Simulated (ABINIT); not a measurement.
A run of ABINIT 10.8.3 (patched build) is set up as follows.

run.abi

```
# Pseudopotentials
pp_dirpath "./"
pseudos "Bi.upf, S.upf"

# Structure
acell 3*1.0
rprim
     3.9859442670     2.3012859868     6.6149626399
    -3.9859442670     2.3012859868     6.6149626399
     0.0000000000    -4.6025719926     6.6149626399
ntypat 2
znucl 83 16
natom 2
typat 1 2
xred
     0.0000000000     0.0000000000     0.0000000000
     0.5000000000     0.5000000000     0.5000000000

# Plane-wave basis
ecut 38.0

# k points
kptopt 1
ngkpt 6 6 6
nshiftk 1
shiftk 0.0 0.0 0.0

# Exchange and correlation
ixc -116133

# Bands and occupations
nband 38
occopt 3
tsmear 0.05 eV

# Spin
nspinor 2
nspden 1
so_psp 2*1

# SCF cycle
nstep 100
tolvrs 1.0e-10

# Output
iomode 3
prtwf 0
prteig 0
prtebands 0
prtvol 2
prtden 1
prtvha 1
prtvclmb 1
prtpot 1
```

Potentials or basis: PseudoDojo NC FR PBEsol v0.4 stringent.

The run is started by

```bash
$ mpirun --bind-to none -np 4 abinit run.abi > log 2>&1
```

(1) Estimate the pressure.

(2) What does it give for the band gap on the k mesh?

## Answers

(1) -2.9 GPa.

(2) none (metal or under the smearing width).

Caveat: the cutoff is short for stress, so the pressure is rough.
